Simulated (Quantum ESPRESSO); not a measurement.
A run of Quantum ESPRESSO 7.5:

The input pw.in:

```
&CONTROL
  calculation = 'scf'
  prefix = 'pwscf'
  outdir = './tmp'
  pseudo_dir = './pseudo'
  tprnfor = .true.
  tstress = .true.
  disk_io = 'low'
/
&SYSTEM
  ibrav = 0
  nat = 2
  ntyp = 2
  ecutwfc = 80
  nbnd = 21
  occupations = 'smearing'
  smearing = 'mv'
  degauss = 0.01469973
/
&ELECTRONS
  conv_thr = 4d-10
  electron_maxstep = 120
  mixing_beta = 0.5
/
ATOMIC_SPECIES
Ge    72.6300 Ge.upf
Ga    69.7230 Ga.upf
CELL_PARAMETERS angstrom
   0.0000000000    2.8978440000    2.8978440000
   2.8978440000    0.0000000000    2.8978440000
   2.8978440000    2.8978440000    0.0000000000
ATOMIC_POSITIONS crystal
Ge     0.0000000000    0.0000000000    0.0000000000
Ga     0.2500000000    0.2500000000    0.2500000000
K_POINTS automatic
6 6 6 0 0 0
```

relax.in

```
&CONTROL
  calculation = 'vc-relax'
  prefix = 'pwscf'
  outdir = './tmp'
  pseudo_dir = './pseudo'
  tprnfor = .true.
  tstress = .true.
  disk_io = 'low'
  nstep = 40
  forc_conv_thr = 0.0001
  etot_conv_thr = 1d-06
/
&SYSTEM
  ibrav = 0
  nat = 2
  ntyp = 2
  ecutwfc = 80
  nbnd = 21
  occupations = 'smearing'
  smearing = 'mv'
  degauss = 0.01469973
/
&ELECTRONS
  conv_thr = 4d-10
  electron_maxstep = 120
  mixing_beta = 0.5
/
&IONS
  ion_dynamics = 'bfgs'
/
&CELL
  cell_dynamics = 'bfgs'
  press = 0
  press_conv_thr = 0.2
/
ATOMIC_SPECIES
Ge    72.6300 Ge.upf
Ga    69.7230 Ga.upf
CELL_PARAMETERS angstrom
   0.0000000000    2.8978440000    2.8978440000
   2.8978440000    0.0000000000    2.8978440000
   2.8978440000    2.8978440000    0.0000000000
ATOMIC_POSITIONS crystal
Ge     0.0000000000    0.0000000000    0.0000000000
Ga     0.2500000000    0.2500000000    0.2500000000
K_POINTS automatic
6 6 6 0 0 0
```

scf2.in

```
&CONTROL
  calculation = 'scf'
  prefix = 'pwscf'
  outdir = './tmp'
  pseudo_dir = './pseudo'
  tprnfor = .true.
  tstress = .true.
  disk_io = 'low'
/
&SYSTEM
  ibrav = 0
  nat = 2
  ntyp = 2
  ecutwfc = 80
  nbnd = 21
  occupations = 'smearing'
  smearing = 'mv'
  degauss = 0.01469973
/
&ELECTRONS
  conv_thr = 1d-13
  electron_maxstep = 120
  mixing_beta = 0.5
  startingpot = 'file'
  startingwfc = 'file'
/
ATOMIC_SPECIES
Ge    72.6300 Ge.upf
Ga    69.7230 Ga.upf
CELL_PARAMETERS angstrom
   0.0000000000    2.9013104552    2.9013104552
   2.9013104552    0.0000000000    2.9013104552
   2.9013104552    2.9013104552    0.0000000000
ATOMIC_POSITIONS crystal
Ge     0.0000000000    0.0000000000    0.0000000000
Ga     0.2500000000    0.2500000000    0.2500000000
K_POINTS automatic
6 6 6 0 0 0
```

ph.in

```
phonon_bands of GaGe
&INPUTPH
  prefix = 'pwscf'
  outdir = './tmp'
  tr2_ph = 1d-18
  fildyn = 'dyn'
  niter_ph = 90
  alpha_mix(1) = 0.4
  ldisp = .true.
  nq1 = 2
  nq2 = 2
  nq3 = 2
/
```

The input q2r.in:

```
&INPUT
  fildyn = 'dyn'
  zasr = 'crystal'
  flfrc = 'fc'
/
```

File matdyn.in:

```
&INPUT
  asr = 'crystal'
  flfrc = 'fc'
  flfrq = 'freq'
  q_in_cryst_coord = .true.
  flvec = ' '
/
80
 0.0000000000  0.0000000000  0.0000000000
 0.0454545455  0.0000000000  0.0454545455
 0.0909090909  0.0000000000  0.0909090909
 0.1363636364  0.0000000000  0.1363636364
 0.1818181818  0.0000000000  0.1818181818
 0.2272727273  0.0000000000  0.2272727273
 0.2727272727  0.0000000000  0.2727272727
 0.3181818182  0.0000000000  0.3181818182
 0.3636363636  0.0000000000  0.3636363636
 0.4090909091  0.0000000000  0.4090909091
 0.4545454545  0.0000000000  0.4545454545
 0.5000000000  0.0000000000  0.5000000000
 0.5000000000  0.0500000000  0.5500000000
 0.5000000000  0.1000000000  0.6000000000
 0.5000000000  0.1500000000  0.6500000000
 0.5000000000  0.2000000000  0.7000000000
 0.5000000000  0.2500000000  0.7500000000
 0.4687500000  0.2812500000  0.7500000000
 0.4375000000  0.3125000000  0.7500000000
 0.4062500000  0.3437500000  0.7500000000
 0.3750000000  0.3750000000  0.7500000000
 0.3461538462  0.3461538462  0.6923076923
 0.3173076923  0.3173076923  0.6346153846
 0.2884615385  0.2884615385  0.5769230769
 0.2596153846  0.2596153846  0.5192307692
 0.2307692308  0.2307692308  0.4615384615
 0.2019230769  0.2019230769  0.4038461538
 0.1730769231  0.1730769231  0.3461538462
 0.1442307692  0.1442307692  0.2884615385
 0.1153846154  0.1153846154  0.2307692308
 0.0865384615  0.0865384615  0.1730769231
 0.0576923077  0.0576923077  0.1153846154
 0.0288461538  0.0288461538  0.0576923077
 0.0000000000  0.0000000000  0.0000000000
 0.0454545455  0.0454545455  0.0454545455
 0.0909090909  0.0909090909  0.0909090909
 0.1363636364  0.1363636364  0.1363636364
 0.1818181818  0.1818181818  0.1818181818
 0.2272727273  0.2272727273  0.2272727273
 0.2727272727  0.2727272727  0.2727272727
 0.3181818182  0.3181818182  0.3181818182
 0.3636363636  0.3636363636  0.3636363636
 0.4090909091  0.4090909091  0.4090909091
 0.4545454545  0.4545454545  0.4545454545
 0.5000000000  0.5000000000  0.5000000000
 0.5178571429  0.4642857143  0.5178571429
 0.5357142857  0.4285714286  0.5357142857
 0.5535714286  0.3928571429  0.5535714286
 0.5714285714  0.3571428571  0.5714285714
 0.5892857143  0.3214285714  0.5892857143
 0.6071428571  0.2857142857  0.6071428571
 0.6250000000  0.2500000000  0.6250000000
 0.5937500000  0.2500000000  0.6562500000
 0.5625000000  0.2500000000  0.6875000000
 0.5312500000  0.2500000000  0.7187500000
 0.5000000000  0.2500000000  0.7500000000
 0.5000000000  0.2750000000  0.7250000000
 0.5000000000  0.3000000000  0.7000000000
 0.5000000000  0.3250000000  0.6750000000
 0.5000000000  0.3500000000  0.6500000000
 0.5000000000  0.3750000000  0.6250000000
 0.5000000000  0.4000000000  0.6000000000
 0.5000000000  0.4250000000  0.5750000000
 0.5000000000  0.4500000000  0.5500000000
 0.5000000000  0.4750000000  0.5250000000
 0.5000000000  0.5000000000  0.5000000000
 0.4861111111  0.4861111111  0.5277777778
 0.4722222222  0.4722222222  0.5555555556
 0.4583333333  0.4583333333  0.5833333333
 0.4444444444  0.4444444444  0.6111111111
 0.4305555556  0.4305555556  0.6388888889
 0.4166666667  0.4166666667  0.6666666667
 0.4027777778  0.4027777778  0.6944444444
 0.3888888889  0.3888888889  0.7222222222
 0.3750000000  0.3750000000  0.7500000000
 0.6250000000  0.2500000000  0.6250000000
 0.5937500000  0.1875000000  0.5937500000
 0.5625000000  0.1250000000  0.5625000000
 0.5312500000  0.0625000000  0.5312500000
 0.5000000000  0.0000000000  0.5000000000
```

File matdyn_dos.in:

```
&INPUT
  asr = 'crystal'
  flfrc = 'fc'
  dos = .true.
  fldos = 'phdos'
  nk1 = 9
  nk2 = 9
  nk3 = 9
  deltaE = 1
  flvec = ' '
  flfrq = ' '
/
```

The input matdyn_mesh.in:

```
&INPUT
  asr = 'crystal'
  flfrc = 'fc'
  flfrq = 'mesh'
  q_in_cryst_coord = .true.
  flvec = ' '
/
512
 0.06250000  0.06250000  0.06250000
 0.06250000  0.06250000  0.18750000
 0.06250000  0.06250000  0.31250000
[... 509 further points of the even 8 x 8 x 8 mesh, shifted by half a step ...]
```

Potentials or basis: PseudoDojo 0.4.1 SR PBE standard.

Launch:

```bash
$ OMP_NUM_THREADS=1 mpirun -n 4 pw.x -nk 4 -in pw.in > pw.out
$ OMP_NUM_THREADS=1 mpirun -n 4 pw.x -nk 4 -in relax.in > relax.out
$ OMP_NUM_THREADS=1 mpirun -n 4 pw.x -nk 4 -in scf2.in > scf2.out
$ OMP_NUM_THREADS=1 mpirun -n 4 ph.x -nk 4 -in ph.in > ph.out
$ OMP_NUM_THREADS=1 mpirun -n 1 q2r.x -in q2r.in > q2r.out
$ OMP_NUM_THREADS=1 mpirun -n 1 matdyn.x -in matdyn.in > matdyn.out
$ OMP_NUM_THREADS=1 mpirun -n 1 matdyn.x -in matdyn_dos.in > matdyn_dos.out
$ OMP_NUM_THREADS=1 mpirun -n 1 matdyn.x -in matdyn_mesh.in > matdyn_mesh.out
```

Hardware: 4 MPI ranks on Intel(R) Xeon(R) 6975P-C (Granite Rapids) (shared host).

Task: How long does it take, and how much memory?

Result: Run time: 7.6 min on 4 MPI ranks on Intel(R) Xeon(R) 6975P-C (Granite Rapids) (shared host), peak memory 0.48 GiB a rank. Counts: scf iterations 46, k pools 4, bands 21, ion steps 5, k points 16, g dense 31879.
